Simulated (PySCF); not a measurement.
# C14H12B2N2: the cost of one run

Computed with PySCF 2.14.0 and routines of our own; the level stands in each step. Atoms count from 0.

## 1. The starting structure

30 atoms, charge 0, multiplicity 1; geometry from: GFN2-xTB.

## 2. Core binding energies: delta-SCF UKS SCAN, pcX-2 on the ionised atom, pcseg-1

Job settings and geometry (Å):

```
{"job": {"kind": "xps", "atoms": [0, 7, 16]}, "charge": 0, "multiplicity": 1}
B      4.113536    -1.052195     0.528461
C      4.628738     0.045275    -0.385483
C      3.731892     0.895336    -0.943922
C      2.333963     0.793032    -0.692060
C      1.835293    -0.191236     0.168565
N      2.711578    -1.059729     0.720901
N      0.485403    -0.311448     0.454600
B      0.014572    -1.174092     1.536518
C     -1.445703    -1.307590     1.709913
C     -2.330140    -0.665448     0.845028
C     -3.734544    -0.847803     0.945336
C     -4.595806    -0.219112     0.100763
C     -4.091539     0.623178    -0.904971
C     -2.748148     0.831025    -1.026772
C     -1.815417     0.214425    -0.157432
C     -0.415863     0.439026    -0.276169
C      0.077458     1.462692    -1.122374
C      1.406318     1.665356    -1.306374
H      4.754624    -1.871544     1.062420
H      5.674637     0.181780    -0.626705
H      4.038543     1.689581    -1.614461
H      2.281439    -1.757113     1.311913
H      0.770543    -1.707282     2.262093
H     -1.889709    -1.916474     2.488301
H     -4.102700    -1.513782     1.713103
H     -5.662410    -0.368823     0.184836
H     -4.775445     1.100002    -1.591199
H     -2.406821     1.456744    -1.836161
H     -0.625109     2.117472    -1.606395
H      1.770005     2.465888    -1.932368
```

Level: delta-SCF UKS SCAN, pcX-2 on the ionised atom, pcseg-1 elsewhere, spin-free X2C (atomic blocks).

The run is started by

```
> OMP_NUM_THREADS=1 python large_run.py task.json out
```

One launch serves the whole session: the jobs run in the order shown.

Q: Estimate the wall time and peak memory of this first job on 1 thread of Intel Xeon Platinum 8375C at 2.90GHz, shared host.

About 4.9 min, with a peak of 0.7 GiB.
